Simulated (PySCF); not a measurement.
# CH9NSi3: the cost of one run

Computed with PySCF 2.14.0, with density-fitted response routines of our own, on a single molecule in the gas phase. Atoms are numbered from 0 throughout.

## 1. The starting structure

14 atoms, charge 0, multiplicity 1; geometry from: GFN2-xTB. The atoms were then displaced at random by about 0.01 Å, so the start is not that level's minimum.

Bonds of the start (Å): N0–C1 1.25, C1–Si2 1.89, Si2–Si3 2.31, Si2–Si4 2.34, N0–H5 1.01, C1–H6 1.10, Si2–H7 1.48, Si3–H8 1.50, Si3–H9 1.45, Si3–H10 1.46, Si4–H11 1.46, Si4–H12 1.45, Si4–H13 1.48.

## 2. Optimising the geometry at PBE0-D3(BJ)/def2-SVP

Job settings and geometry (Å):

```
{"job": {"xc": "PBE0", "basis": "def2-SVP", "d3": "d3bj", "grid": 1, "shake": 0.01, "kind": "geom"}, "charge": 0, "multiplicity": 1}
N     -1.820070    -1.074930     0.979420
C     -1.158280    -1.327750    -0.044600
Si     0.025950     0.004050    -0.686410
Si    -0.737140     2.060790     0.024450
Si     2.163440    -0.677980    -0.005740
H     -2.460130    -1.782140     1.319740
H     -1.187230    -2.302420    -0.549270
H     -0.021440    -0.150090    -2.154100
H     -2.226100     2.125450     0.182030
H     -0.395330     3.113590    -0.910260
H     -0.190930     2.441060     1.322060
H      2.366550    -2.124610     0.027490
H      3.181800    -0.120030    -0.879240
H      2.451770    -0.200070     1.366670
```

Command:

```
> OMP_NUM_THREADS=1 python probes_run.py task.json out
```

The driver reads the jobs from task.json and runs them one after another.

**Question.** How long does this first job take on 1 thread of Arm Neoverse V2, shared host, and how much memory does it need?

About 77 s, with a peak of 0.49 GiB.
